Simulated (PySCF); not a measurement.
# IrO₂⁻: stationary points from several starts

Which structure of IrO₂⁻ lies lowest? The starts are linear, bent and side-on; the spin state tried: quintet. Each end point is tested by its vibrations.

Method: PBE0, basis Ir dyall-v2z, O def2-TZVP, no relativity, density fitting; program: PySCF 2.14.0.

## Step 1: The starting structure

3 atoms, charge -1, spin multiplicity 5.

Bond lengths: Ir1–O2 1.720 Å, Ir1–O3 1.720 Å. Angles: O2–Ir1–O3 180.0°.

Coordinates in bohr (charge -1 multiplicity 5):
```
Ir    0.0000    0.0000    0.0000
O     0.0000    0.0000    3.2503
O     0.0000    0.0000   -3.2503
```

## Step 2: Relaxing the quintet from the linear start

One driver script runs all steps and calls PySCF; scf.py shows how it sets up the SCF of each step. The optimiser is the driver's own. Before each start the driver seeks the lowest SCF state from one or more starting densities and follows internal instabilities, so scf.py alone need not reach the same state.

The program finds D∞h symmetry in the start, which this walk keeps. Threshold on the gradient: 0.0003 Eh/bohr, with a further test on the energy change.

Contents of scf.py:

```python
from pyscf import gto, scf, dft
mol = gto.M(atom='''
Ir     0.000000     0.000000     0.000000
O      0.000000     0.000000     1.720000
O      0.000000     0.000000    -1.720000''',
    basis={'Ir': 'dyall-v2z', 'O': 'def2-TZVP'},
    charge=-1, spin=4)
mf = dft.UKS(mol, xc='PBE0')
mf.grids.atom_grid = (50, 194)
aux = {'Ir': 'AutoAux', 'O': 'def2-universal-JKFIT'}  # AutoAux: made from the orbital basis
mf = mf.density_fit(auxbasis=aux)
mf.kernel()
```

The runs that follow: Frequencies; Following the imaginary mode; Hessian and properties; Relaxation: bent start, quintet; Relaxing the quintet from the side-on start; Hessian and properties.

Before running it: what results should come out? Wanted: lowest minimum; geometry; wavenumbers; dipole moment; highest occupied, lowest empty level; polar-tensor charge of Ir1; zero-point energy; ⟨S²⟩.

As calculated:

```
                                          quantity                             value
                                    lowest minimum                      quintet, C2v
                                          geometry  Ir–O 1.888 Å (×2); O–Ir–O 148.7°
                                wavenumbers (cm⁻¹)      169 (a1), 515 (b2), 690 (a1)
                    dipole moment (centre of mass)                            2.03 D
highest occupied, lowest empty level (either spin)                    -0.25, 1.68 eV
                        polar-tensor charge of Ir1                           +0.15 e
                                 zero-point energy                        8.2 kJ/mol
                               entropy at 298.15 K                   293.9 J/(mol K)
                                              ⟨S²⟩                             6.031
```

In words: The lowest minimum found is the quintet of C2v symmetry; the next, a quintet of C2v symmetry, lies 154.5 kJ/mol higher. The strongest infrared band lies at 515 cm⁻¹ (b2, stretch). Most of the spin sits on Ir1 (Mulliken spin 2.23, against 4 for the whole molecule). A search over typed starts can miss a lower isomer. Open d and f shells are described by one determinant, and the ground state may have another occupation or spin. An anion needs diffuse functions, and this basis has none. With an element this heavy the missing spin–orbit coupling can shift these numbers.
